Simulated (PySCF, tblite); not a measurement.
**H10N2OSi3, a small molecule taken as a stand-in for a surface group (silicon nitride N site): NMR shifts, core binding energies and electronic excitations**

What NMR shifts, core binding energies and electronic excitations should one expect for `N[SiH2]ON([SiH3])[SiH3]`?

Programs: tblite 0.8.0 and PySCF 2.14.0. All values are calculated, for the isolated system unless a continuum is named. Atoms count from 0, parts from 1.

## 1. Starting point

16 atoms, charge 0, multiplicity 1; geometry: distance geometry start.

## 2. Geometry optimisation with GFN2-xTB

What the job is given:

```
{"job": {"kind": "relax", "xc": "GFN2-xTB", "basis": "xTB"}, "charge": 0, "multiplicity": 1}
Si    -0.937403     1.414412     0.982610
N     -0.744537     0.825742    -0.708726
Si    -1.494448     1.868287    -2.005237
O      0.471209     0.293210    -1.043222
Si     1.046848    -1.299270    -0.433407
N      0.983392    -1.300938     1.371471
H     -2.092604     0.790012     1.575014
H     -1.074059     2.826640     1.022238
H      0.196306     1.054295     1.733361
H     -2.918385     1.698233    -2.001074
H     -1.177844     3.221019    -1.754425
H     -0.998425     1.481119    -3.264927
H      0.211443    -2.330682    -0.931620
H      2.364451    -1.516740    -0.869573
H      1.554267    -0.624947     1.838926
H      0.083307    -1.489640     1.800622
```

Level: GFN2-xTB geometry optimisation, gas phase.

Run with:

```console
> OMP_NUM_THREADS=1 python cluster_run.py task.json out
```

One launch serves the whole session: the jobs run in the order shown.

**Question.** The jobs that follow are: PBE0-D3(BJ)/def2-SVP geometry optimisation, gas phase; GIAO PBE0/pcSseg-1 NMR shielding, non-relativistic, gas phase; delta-SCF UKS SCAN, pcX-2 on the ionised atom, pcseg-1 elsewhere, spin-free X2C; TDDFT CAM-B3LYP/def2-SVPD, vertical, gas phase, core orbitals frozen in the response. Predict: point group; rotational constants (main isotopes); 1H shifts against TMS (PBE0/pcSseg-1); 29Si shifts against TMS (PBE0/pcSseg-1); 15N shifts against NH3 (PBE0/pcSseg-1); 17O shifts against H2O (PBE0/pcSseg-1); Si2p binding energies, SCAN/pcX-2; N1s binding energies, SCAN/pcX-2 (standing for 1 of 2 atoms); O1s binding energies, SCAN/pcX-2; lowest singlet (CAM-B3LYP/def2-SVPD); brightest single state of those computed; lowest triplet; vertical ionisation energy (ΔSCF).

As calculated:

```
                                                    quantity                                                           value
                                                 point group                                                              C1
                        rotational constants (main isotopes)                                            2.37, 1.33, 0.94 GHz
                       1H shifts against TMS (PBE0/pcSseg-1)  4.94, 4.92, 4.83, 4.82, 4.74, 4.64, 4.64, 4.62, 1.41, 1.24 ppm
                     29Si shifts against TMS (PBE0/pcSseg-1)                                         -26.5, -43.2, -48.3 ppm
                      15N shifts against NH3 (PBE0/pcSseg-1)                                                 108.5, 41.1 ppm
                      17O shifts against H2O (PBE0/pcSseg-1)                                                       135.7 ppm
                           Si2p binding energies, SCAN/pcX-2                           Si4 107.57, Si0 107.26, Si2 107.20 eV
N1s binding energies, SCAN/pcX-2 (standing for 1 of 2 atoms)                                                    N1 405.05 eV
                            O1s binding energies, SCAN/pcX-2                                                    O3 538.11 eV
                        lowest singlet (CAM-B3LYP/def2-SVPD)                                     5.97 eV (208 nm), f = 0.000
                    brightest single state of those computed                                     state 5, 7.08 eV, f = 0.059
                                              lowest triplet                                                         5.26 eV
                           vertical ionisation energy (ΔSCF)                                                         8.81 eV
```

**Reading.** Relaxing lowered the energy by 0.541 eV in 17 steps; the close pair that moved most is O3–Si4, from 1.629 to 1.699 Å (PBE0/def2-SVP). No frequency check was run at this level, so the end point may be a saddle. At PBE0/pcSseg-1: The largest span, 247 ppm, is at N1, where the paramagnetic term is -166 ppm. The Si2p levels kept as sound span 0.36 eV, from Si2 (silicon bonded to N, 3 H) up to Si4 (silicon bonded to N, O, 2 H). The lowest singlet, at 5.97 eV, is HOMO→LUMO+3 0.54, HOMO→LUMO+4 0.15 and is dark; of the 6 states computed, the strongest absorption comes from state 5 at 7.08 eV. The lowest triplet lies 0.71 eV below the lowest singlet (triplets in Tamm-Dancoff, singlets in full TDDFT). ΔSCF puts the ionisation energy at 8.81 eV, 0.53 eV above −ε(HOMO). A capped cluster stands for the solid here, so long-range fields and strain are missing, and bands or shifts of the capping hydrogens have no counterpart in it.
